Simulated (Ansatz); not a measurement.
# SiAsH5 + CH4: a complex and its separated parts, part 2 of 2

Ansatz 0.2.0, Gaussian basis. The steps go on from the part before.

## Step 13: CAM-B3LYP-D4/def2-TZVPP

The inputs:

parta/in.yaml

```yaml
crystal:
  periodic: [false, false, false]
  atoms:
    - {symbol: Si, position_ang: [-1.737267, -1.156478, -0.317099]}
    - {symbol: H, position_ang: [-2.435274, -1.291207, -1.622257]}
    - {symbol: H, position_ang: [-2.596974, -1.735120, 0.748201]}
    - {symbol: H, position_ang: [-1.516573, 0.284561, -0.032183]}
    - {symbol: As, position_ang: [0.263031, -2.414839, -0.417045]}
    - {symbol: H, position_ang: [0.798642, -1.775834, 0.857048]}
    - {symbol: H, position_ang: [0.944124, -1.374562, -1.295949]}
basis:
  gaussian: {orbitals: def2-TZVPP}
hamiltonian: {xc: {name: CAM-B3LYP}, dispersion: d4}
```

partb/in.yaml

```yaml
crystal:
  periodic: [false, false, false]
  atoms:
    - {symbol: C, position_ang: [1.256100, 1.892697, 0.415877]}
    - {symbol: H, position_ang: [1.565447, 0.857543, 0.274061]}
    - {symbol: H, position_ang: [0.600523, 1.960241, 1.283638]}
    - {symbol: H, position_ang: [2.135511, 2.515960, 0.575642]}
    - {symbol: H, position_ang: [0.722907, 2.237039, -0.469836]}
basis:
  gaussian: {orbitals: def2-TZVPP}
hamiltonian: {xc: {name: CAM-B3LYP}, dispersion: d4}
```

The same command starts each run, in its folder.

Command:

```sh
$ ansatz run in.yaml --threads 4 --pin off --events-out ev --progress --plain --max-ram 9574MiB
```

Output in parta, cut to the lines that bear on the results:

```text
Functional definition: CAM-B3LYP
  name "CAM-B3LYP"
  cite "Yanai, Tew & Handy, Chem. Phys. Lett. 393, 51 (2004) doi:10.1016/j.cplett.2004.06.011"
  cite "Iikura, Tsuneda, Yanai & Hirao, J. Chem. Phys. 115, 3540 (2001) doi:10.1063/1.1383587"
  cite "Becke, Phys. Rev. A 38, 3098 (1988) doi:10.1103/PhysRevA.38.3098"
  cite "Lee, Yang & Parr, Phys. Rev. B 37, 785 (1988) doi:10.1103/PhysRevB.37.785"
[...]
995 factors; their error is unknown
238 factors; integrals over basis functions are off by at most 1.4e-5 eV
[...]
mean field -68804.00090135 eV, -2528.5003960977 hartree, gradient 2.0e-5 eV, S^2 0.000000; 0 other end points of the search recorded, 0 dependent functions left out
reference -68804.00102544 eV, -2528.5004006578 hartree; 26, 26 occupied and 134, 134 virtual orbitals, 995 factors
Total energy: -68804.10861341 eV, -2528.5043544431 hartree
```

Log of partb, cut to the lines that bear on the results:

```text
[... 6 set-up lines as earlier in the session ...]
[...]
  # Exact exchange under (alpha + beta erf(omega r))/r, Becke's under what is left of 1/r.
[...]
416 factors; their error is unknown
123 factors; integrals over basis functions are off by at most 3.8e-6 eV
[...]
mean field -1102.19258428 eV, -40.5048303792 hartree, gradient 1.3e-5 eV, S^2 0.000000; 0 other end points of the search recorded, 0 dependent functions left out
reference -1102.19267553 eV, -40.5048337327 hartree; 5, 5 occupied and 82, 82 virtual orbitals, 416 factors
Total energy: -1102.21100792 eV, -40.5055074357 hartree
```

They took 2.8 s (parta), 0.66 s (partb) on 4 threads of Intel Xeon at 2.50GHz, shared host; peak memory 0.51 GiB.

## Step 14: wB97X-V/def2-TZVPP

Each input of step 13 (parta, partb) changes in the same lines:

```diff
-hamiltonian: {xc: {name: CAM-B3LYP}, dispersion: d4}
+hamiltonian: {xc: {name: wB97X-V}}
```

One command serves all of them, each in its own folder.

Command:

```sh
$ ansatz run in.yaml --threads 4 --pin off --events-out ev --progress --plain --max-ram 9574MiB
```

parta printed, cut to the lines that bear on the results:

```text
Functional definition: wB97X-V
  name "wB97X-V"
  cite "Mardirossian & Head-Gordon, Phys. Chem. Chem. Phys. 16, 9904 (2014) doi:10.1039/C3CP54374A"
[... 2 set-up lines as earlier in the session ...]
[...]
      + integral(e_c_pw_opposite_spin*poly(b97_u_opposite, cos0, cos1)) + vv10(b, c)
995 factors; their error is unknown
218 factors; integrals over basis functions are off by at most 1.1e-5 eV
[...]
mean field -68793.74785340 eV, -2528.1236035352 hartree, gradient 3.2e-5 eV, S^2 0.000000; 0 other end points of the search recorded, 0 dependent functions left out
reference -68793.74785150 eV, -2528.1236034654 hartree; 26, 26 occupied and 134, 134 virtual orbitals, 995 factors
Total energy: -68793.74785150 eV, -2528.1236034654 hartree
```

Log of partb, cut to the lines that bear on the results:

```text
[... 5 set-up lines as earlier in the session ...]
[...]
      + integral(e_c_pw_opposite_spin*poly(b97_u_opposite, cos0, cos1)) + vv10(b, c)
416 factors; their error is unknown
123 factors; integrals over basis functions are off by at most 1.3e-5 eV
[...]
mean field -1102.50992467 eV, -40.5164924235 hartree, gradient 2.5e-5 eV, S^2 0.000000; 0 other end points of the search recorded, 0 dependent functions left out
reference -1102.50992332 eV, -40.5164923740 hartree; 5, 5 occupied and 82, 82 virtual orbitals, 416 factors
Total energy: -1102.50992332 eV, -40.5164923740 hartree
```

They took 6 s (parta), 1.4 s (partb) on 4 threads of Intel Xeon at 2.50GHz, shared host; peak memory 0.51 GiB.

## Step 15: wB97M-V/def2-TZVPP

Each input of step 14 (parta, partb) changes in the same lines:

```diff
-hamiltonian: {xc: {name: wB97X-V}}
+hamiltonian: {xc: {name: wB97M-V}}
```

The same command starts each run, in its folder.

Command:

```sh
$ ansatz run in.yaml --threads 4 --pin off --events-out ev --progress --plain --max-ram 9574MiB
```

Log of parta, cut to the lines that bear on the results:

```text
Functional definition: wB97M-V
  name "wB97M-V"
  cite "Mardirossian & Head-Gordon, J. Chem. Phys. 144, 214110 (2016) doi:10.1063/1.4952647"
[... 2 set-up lines as earlier in the session ...]
  # Of w^i u^j: cxij and so on, Table III.
[...]
  gx(w, u) = 1 - cx + cx01*u + cx10*w
[...]
      + integral(e_c_pw_mod_opposite_spin*gos(b97_w_opposite, b97_u_opposite)) + vv10(b, c)
990 factors; their error is unknown
218 factors; integrals over basis functions are off by at most 1.1e-5 eV
[...]
mean field -68796.05958053 eV, -2528.2085579404 hartree, gradient 3.5e-5 eV, S^2 0.000000; 0 other end points of the search recorded, 0 dependent functions left out
reference -68796.05962665 eV, -2528.2085596353 hartree; 26, 26 occupied and 134, 134 virtual orbitals, 990 factors
Total energy: -68796.05962665 eV, -2528.2085596353 hartree
```

Output in partb, cut to the lines that bear on the results:

```text
[... 5 set-up lines as earlier in the session ...]
  # Of w^i u^j: cxij and so on, Table III.
[...]
  gx(w, u) = 1 - cx + cx01*u + cx10*w
[...]
      + integral(e_c_pw_mod_opposite_spin*gos(b97_w_opposite, b97_u_opposite)) + vv10(b, c)
416 factors; their error is unknown
123 factors; integrals over basis functions are off by at most 1.3e-5 eV
[...]
mean field -1101.86517577 eV, -40.4927983384 hartree, gradient 1.9e-5 eV, S^2 0.000000; 0 other end points of the search recorded, 0 dependent functions left out
reference -1101.86520831 eV, -40.4927995345 hartree; 5, 5 occupied and 82, 82 virtual orbitals, 416 factors
Total energy: -1101.86520831 eV, -40.4927995345 hartree
```

They took 6.5 s (parta), 1.3 s (partb) on 4 threads of Intel Xeon at 2.50GHz, shared host; peak memory 0.51 GiB.

## Step 16: B2PLYP/def2-TZVPP

Each input of step 15 (parta, partb) changes in the same lines:

```diff
-hamiltonian: {xc: {name: wB97M-V}}
+hamiltonian: {xc: {name: B2PLYP}}
```

Each run has its own folder and the same command.

Command:

```sh
$ ansatz run in.yaml --threads 4 --pin off --events-out ev --progress --plain --max-ram 9574MiB
```

Output in parta, cut to the lines that bear on the results:

```text
Functional definition: B2PLYP
  name "B2PLYP"
  cite "Grimme, J. Chem. Phys. 124, 034108 (2006) doi:10.1063/1.2148954"
[... 2 set-up lines as earlier in the session ...]
[...]
933 factors; integrals over basis functions are off by at most 9.2e-4 eV
[...]
mean field -68783.30972520 eV, -2527.7400093991 hartree, gradient 9.0e-6 eV, S^2 0.000000; 0 other end points of the search recorded, 0 dependent functions left out
14 core orbitals not correlated: weight in the atoms' cores, before any rotation towards them, 1.000 or more for the frozen orbitals, at most 0.000 for the correlated occupied ones
reference -68783.30988652 eV, -2527.7400153277 hartree; 12, 12 occupied and 134, 134 virtual orbitals, 933 factors
second order -13.59188386 eV of doubles, -0.00000000 eV of singles
Total energy: -68786.97969517 eV, -2527.8748783079 hartree
```

Output in partb, cut to the lines that bear on the results:

```text
[... 5 set-up lines as earlier in the session ...]
[...]
482 factors; integrals over basis functions are off by at most 8.4e-4 eV
[...]
mean field -1099.97184840 eV, -40.4232198410 hartree, gradient 6.1e-6 eV, S^2 0.000000; 0 other end points of the search recorded, 0 dependent functions left out
1 core orbitals not correlated: weight in the atoms' cores, before any rotation towards them, 1.000 or more for the frozen orbitals, at most 0.000 for the correlated occupied ones
reference -1099.97196554 eV, -40.4232241457 hartree; 4, 4 occupied and 82, 82 virtual orbitals, 482 factors
second order -6.44340447 eV of doubles, -0.00000000 eV of singles
Total energy: -1101.71168474 eV, -40.4871576473 hartree
```

They took 3.9 s (parta), 0.71 s (partb) on 4 threads of Intel Xeon at 2.50GHz, shared host; peak memory 0.51 GiB.

## Step 17: PBE-QIDH/def2-TZVPP

The same edit goes into each in.yaml of step 16 (parta, partb):

```diff
-hamiltonian: {xc: {name: B2PLYP}}
+hamiltonian: {xc: {name: PBE-QIDH}}
```

The same command starts each run, in its folder.

Command:

```sh
$ ansatz run in.yaml --threads 4 --pin off --events-out ev --progress --plain --max-ram 9574MiB
```

Log of parta, cut to the lines that bear on the results:

```text
Functional definition: PBE-QIDH
  name "PBE-QIDH"
  cite "Brémond, Sancho-García, Pérez-Jiménez & Adamo, J. Chem. Phys. 141, 031101 (2014) doi:10.1063/1.4890314"
[... 1 set-up line as earlier in the session ...]
[...]
933 factors; integrals over basis functions are off by at most 9.2e-4 eV
[...]
mean field -68774.45504590 eV, -2527.4146059368 hartree, gradient 3.2e-6 eV, S^2 0.000000; 0 other end points of the search recorded, 0 dependent functions left out
14 core orbitals not correlated: weight in the atoms' cores, before any rotation towards them, 1.000 or more for the frozen orbitals, at most 0.000 for the correlated occupied ones
reference -68774.45505801 eV, -2527.4146063821 hartree; 12, 12 occupied and 134, 134 virtual orbitals, 933 factors
second order -12.63128664 eV of doubles, -0.00000000 eV of singles
Total energy: -68778.66548689 eV, -2527.5693367895 hartree
```

Log of partb, cut to the lines that bear on the results:

```text
[... 4 set-up lines as earlier in the session ...]
[...]
482 factors; integrals over basis functions are off by at most 8.4e-4 eV
[...]
mean field -1099.27816687 eV, -40.3977275149 hartree, gradient 5.3e-6 eV, S^2 0.000000; 0 other end points of the search recorded, 0 dependent functions left out
1 core orbitals not correlated: weight in the atoms' cores, before any rotation towards them, 1.000 or more for the frozen orbitals, at most 0.000 for the correlated occupied ones
reference -1099.27817520 eV, -40.3977278210 hartree; 4, 4 occupied and 82, 82 virtual orbitals, 482 factors
second order -6.01425143 eV of doubles, -0.00000000 eV of singles
Total energy: -1101.28292568 eV, -40.4714010422 hartree
```

Wall times: 4 s (parta), 0.75 s (partb) on 4 threads of Intel Xeon at 2.50GHz, shared host; peak memory 0.51 GiB.

## Step 18: RPA on PBE/def2-TZVPP

The same edit goes into each in.yaml of step 17 (parta, partb):

```diff
-hamiltonian: {xc: {name: PBE-QIDH}}
+hamiltonian: {xc: pbe}
+correlation: {method: rpa}
```

Each run has its own folder and the same command.

Command:

```sh
$ ansatz run in.yaml --threads 4 --pin off --events-out ev --progress --plain --max-ram 9574MiB
```

parta printed, cut to the lines that bear on the results:

```text
[... 4 set-up lines as earlier in the session ...]
[...]
933 factors; integrals over basis functions are off by at most 9.2e-4 eV
[...]
mean field -68787.04680227 eV, -2527.8773444485 hartree, gradient 4.8e-6 eV, S^2 0.000000; 0 other end points of the search recorded, 0 dependent functions left out
14 core orbitals not correlated: weight in the atoms' cores, before any rotation towards them, 1.000 or more for the frozen orbitals, at most 0.000 for the correlated occupied ones
reference -68736.22226997 eV, -2526.0095773365 hartree; 12, 12 occupied and 134, 134 virtual orbitals, 933 factors
Total energy: -68755.84402244 eV, -2526.7306634397 hartree
```

Log of partb, cut to the lines that bear on the results:

```text
[... 4 set-up lines as earlier in the session ...]
[...]
482 factors; integrals over basis functions are off by at most 8.4e-4 eV
[...]
mean field -1101.08955517 eV, -40.4642948071 hartree, gradient 3.4e-6 eV, S^2 0.000000; 0 other end points of the search recorded, 0 dependent functions left out
1 core orbitals not correlated: weight in the atoms' cores, before any rotation towards them, 1.000 or more for the frozen orbitals, at most 0.000 for the correlated occupied ones
reference -1094.05485162 eV, -40.2057742200 hartree; 4, 4 occupied and 82, 82 virtual orbitals, 482 factors
Total energy: -1103.78824131 eV, -40.5634696936 hartree
```

They took 3.1 s (parta), 0.76 s (partb) on 4 threads of Intel Xeon at 2.50GHz, shared host; peak memory 0.51 GiB.

## Step 19: CCSD(T)/def2-TZVPP

Each input of step 18 (parta, partb) changes in the same lines:

```diff
-hamiltonian: {xc: pbe}
-correlation: {method: rpa}
+correlation: {method: ccsd_t}
```

Each run has its own folder and the same command.

Command:

```sh
$ ansatz run in.yaml --threads 4 --pin off --events-out ev --progress --plain --max-ram 9574MiB
```

parta printed, cut to the lines that bear on the results:

```text
Functional definition: HF
  name "HF"
  cite "Fock, Z. Phys. 61, 126 (1930) doi:10.1007/BF01340294"
[... 1 set-up line as earlier in the session ...]
[...]
933 factors; integrals over basis functions are off by at most 9.2e-4 eV
[...]
mean field -68737.32443581 eV, -2526.0500811843 hartree, gradient 2.1e-6 eV, S^2 0.000000; 0 other end points of the search recorded, 0 dependent functions left out
14 core orbitals not correlated: weight in the atoms' cores, before any rotation towards them, 1.000 or more for the frozen orbitals, at most 0.000 for the correlated occupied ones
reference -68737.32443581 eV, -2526.0500811843 hartree; 12, 12 occupied and 134, 134 virtual orbitals, 933 factors
second order -11.15718428 eV of doubles, -0.00000000 eV of singles
cycle   1  -11.66890471 eV  change   -5.1e-1 eV  update   8.3e-2
[...]
cycle   9  -12.12170235 eV  change    3.1e-6 eV  update   9.1e-6
perturbative correction -0.41568404 eV, -0.0152761069 hartree
Total energy: -68749.86182221 eV, -2526.5108216360 hartree
```

partb printed, cut to the lines that bear on the results:

```text
[... 4 set-up lines as earlier in the session ...]
[...]
482 factors; integrals over basis functions are off by at most 8.4e-4 eV
[...]
mean field -1094.28756693 eV, -40.2143263498 hartree, gradient 9.6e-7 eV, S^2 0.000000; 0 other end points of the search recorded, 0 dependent functions left out
1 core orbitals not correlated: weight in the atoms' cores, before any rotation towards them, 1.000 or more for the frozen orbitals, at most 0.000 for the correlated occupied ones
reference -1094.28756693 eV, -40.2143263498 hartree; 4, 4 occupied and 82, 82 virtual orbitals, 482 factors
second order -5.38053040 eV of doubles, -0.00000000 eV of singles
cycle   1  -5.77368412 eV  change   -3.9e-1 eV  update   4.2e-2
[...]
cycle   8  -5.93358032 eV  change   -8.5e-8 eV  update   1.3e-6
perturbative correction -0.16938459 eV, -0.0062247687 hartree
Total energy: -1100.39053183 eV, -40.4386061733 hartree
```

Wall times: 18 s (parta), 1.1 s (partb) on 4 threads of Intel Xeon at 2.50GHz, shared host; peak memory 1.1 GiB.

## Step 20: Vibrations of SiAsH5

Contents of vib-parta/in.yaml:

```yaml
crystal:
  periodic: [false, false, false]
  atoms:
    - {symbol: Si, position_ang: [-1.737267, -1.156478, -0.317099]}
    - {symbol: H, position_ang: [-2.435274, -1.291207, -1.622257]}
    - {symbol: H, position_ang: [-2.596974, -1.735120, 0.748201]}
    - {symbol: H, position_ang: [-1.516573, 0.284561, -0.032183]}
    - {symbol: As, position_ang: [0.263031, -2.414839, -0.417045]}
    - {symbol: H, position_ang: [0.798642, -1.775834, 0.857048]}
    - {symbol: H, position_ang: [0.944124, -1.374562, -1.295949]}
basis:
  gaussian: {orbitals: def2-TZVP}
hamiltonian: {xc: pbe0, dispersion: d4}
phonons: {temperatures: {t_min: 298.15, t_max: 900, t_step: 200}}
```

Command:

```sh
$ ansatz run in.yaml --threads 4 --pin off --events-out ev --progress --plain --max-ram 9574MiB
```

The log of the run, cut to the lines that bear on the results:

```text
[... 5 set-up lines as earlier in the session ...]
[...]
911 factors; their error is unknown
[...]
mean field -68789.73256842 eV, -2527.9760445339 hartree, gradient 1.6e-5 eV, S^2 0.000000; 0 other end points of the search recorded, 0 dependent functions left out
[...]
Atom 4 at     0.263031    -2.414839    -0.417045 Å, force     0.002566    -0.004665     0.000321 eV/Å
Atom 5 at     0.798642    -1.775834     0.857048 Å, force    -0.001957     0.000759    -0.000046 eV/Å
Atom 6 at     0.944124    -1.374562    -1.295949 Å, force    -0.003126     0.001433     0.000362 eV/Å
Dipole moment:     0.009637     0.081298     0.015880 e Å
Vibrations: 153.12 361.17 437.37 453.70 670.16 720.82 887.16 936.87 945.71 984.11 2207.10 2217.14 2221.49 2235.66 2236.24 cm⁻¹, zero-point energy 1.095266 eV
```

Run time: 66 s. Hardware: 4 threads of Intel Xeon at 2.50GHz, shared host; peak memory 0.51 GiB.

Wavenumbers and character of the modes:

```tsv
mode	wavenumber (cm⁻¹)	character
1	153	torsion
2	361	Si–As stretch
3	437	bend
4	454	bend
5	670	bend
6	721	bend
7	887	bend
8	937	bend with wag or twist
9	946	bend with wag or twist
10	984	wag or twist with bend
11	2207	As–H stretch
12	2217	As–H stretch
13	2221	Si–H stretch
14	2236	Si–H stretch
15	2236	Si–H stretch
```

Vibrational sums (real modes only):

```tsv
T (K)	entropy (J/mol/K)	heat capacity (J/mol/K)
298	27.1	40.6
498	53.9	63.7
698	78.0	79.4
898	99.5	90.8
```

## Step 21: Vibrations of CH4

Contents of vib-partb/in.yaml:

```yaml
crystal:
  periodic: [false, false, false]
  atoms:
    - {symbol: C, position_ang: [1.256100, 1.892697, 0.415877]}
    - {symbol: H, position_ang: [1.565447, 0.857543, 0.274061]}
    - {symbol: H, position_ang: [0.600523, 1.960241, 1.283638]}
    - {symbol: H, position_ang: [2.135511, 2.515960, 0.575642]}
    - {symbol: H, position_ang: [0.722907, 2.237039, -0.469836]}
basis:
  gaussian: {orbitals: def2-TZVP}
hamiltonian: {xc: pbe0, dispersion: d4}
phonons: {temperatures: {t_min: 298.15, t_max: 900, t_step: 200}}
```

Command:

```sh
$ ansatz run in.yaml --threads 4 --pin off --events-out ev --progress --plain --max-ram 9574MiB
```

The log of the run, cut to the lines that bear on the results:

```text
[... 5 set-up lines as earlier in the session ...]
[...]
356 factors; their error is unknown
[...]
mean field -1101.35639252 eV, -40.4741008989 hartree, gradient 1.8e-5 eV, S^2 0.000000; 0 other end points of the search recorded, 0 dependent functions left out
[...]
Atom 2 at     0.600523     1.960241     1.283638 Å, force     0.000006     0.000004    -0.000009 eV/Å
Atom 3 at     2.135511     2.515960     0.575642 Å, force     0.000016     0.000017    -0.000003 eV/Å
Atom 4 at     0.722907     2.237039    -0.469836 Å, force    -0.000006     0.000012    -0.000019 eV/Å
Dipole moment:     0.000000     0.000000    -0.000000 e Å
Vibrations: 1326.40 1326.40 1326.42 1551.04 1551.06 3046.93 3167.79 3167.81 3167.82 cm⁻¹, zero-point energy 1.217008 eV
```

Wall time 3.1 s (4 threads of Intel Xeon at 2.50GHz, shared host); peak memory 0.51 GiB.

Wavenumbers and character of the modes:

```tsv
mode	wavenumber (cm⁻¹)	character
1	1326	bend
2	1326	bend
3	1326	bend
4	1551	bend
5	1551	bend
6	3047	C–H stretch
7	3168	C–H stretch
8	3168	C–H stretch
9	3168	C–H stretch
```

Vibrational sums (real modes only):

```tsv
T (K)	entropy (J/mol/K)	heat capacity (J/mol/K)
298	0.4	2.2
498	3.7	12.5
698	9.8	23.6
898	16.9	33.1
```

## Step 22: Complex less separated parts

The complex's own energies come from single points at the same levels.

Rows are in def2-TZVPP; times add the 3 runs of a level on a shared host, so small differences are noise.

Differences are taken before rounding.

```tsv
method	rung	complex less parts (eV)	from CCSD(T) (eV)	time
SPW92	LDA	-0.065	-0.030	3.5 s
PBE-D4	GGA	-0.050	-0.016	5.1 s
BLYP-D4	GGA	-0.031	+0.003	5.5 s
r2SCAN-D4	meta-GGA	-0.032	+0.002	8.2 s
B97M-V	meta-GGA	-0.035	-0.001	17 s
PBE0-D4	hybrid	-0.045	-0.011	8.6 s
B3LYP-D4	hybrid	-0.037	-0.003	7.7 s
r2SCAN0-D4	hybrid	-0.035	-0.001	11 s
BHLYP-D4	hybrid	-0.039	-0.005	7.7 s
CAM-B3LYP-D4	range-separated hybrid	-0.040	-0.005	9.5 s
wB97X-V	range-separated hybrid	-0.038	-0.004	19 s
wB97M-V	range-separated hybrid	-0.036	-0.002	21 s
B2PLYP	double hybrid	0.000	+0.034	13 s
PBE-QIDH	double hybrid	-0.016	+0.018	14 s
RPA on PBE	RPA	-0.025	+0.009	12 s
Hartree-Fock	wavefunction	0.031	+0.066	
MP2	wavefunction	-0.035	-0.001	
CCSD	wavefunction	-0.025	+0.009	
CCSD(T)	wavefunction	-0.034	0	2.9 min
```

Among the levels timed on like hardware and quicker than the yardstick, those that no quicker one beats, quickest first: SPW92 (3.5 s, -0.030 eV); PBE-D4 (5.1 s, -0.016 eV); BLYP-D4 (5.5 s, +0.003 eV); B3LYP-D4 (7.7 s, -0.003 eV); r2SCAN-D4 (8.2 s, +0.002 eV); r2SCAN0-D4 (11 s, -0.001 eV); B97M-V (17 s, -0.001 eV).

B97M-V reaches 0.001 eV from the reference in 17 s, where CCSD(T) took 2.9 min; the quickest level in the cost chart, SPW92, takes 3.5 s and misses by 0.030 eV.

The complex's zero-point energy, from a separate PBE0-D4 run, is 2.329 eV.

## Step 23: What came out

What follows sums up all 2 parts.

| quantity | value |
| --- | --- |
| complex less parts, CCSD(T)/def2-TZVPP | -0.034 eV |
| with zero-point energy | -0.017 eV |
| largest T1 diagnostic | 0.011 |

In words: At CCSD(T) the complex lies 0.034 eV below its parts. Among the functionals B97M-V lands nearest to CCSD(T) (-0.001 eV) and B2PLYP farthest (+0.034 eV). r2SCAN0-D4 is as near within the digits shown. By rung, the mean size of the error is: LDA 0.030, GGA 0.009, meta-GGA 0.001, hybrid 0.005, range-separated hybrid 0.004, double hybrid 0.026 eV. The double hybrids carry no dispersion term here, unlike the levels marked D4 or V. PBE-D4 gives a relative energy 0.016 eV too low, an error of 46 % of the reference. No counterpoise was applied, and triple zeta lacks some correlation, so the CCSD(T) reference has a basis error of its own, and close matches with it are partly luck.
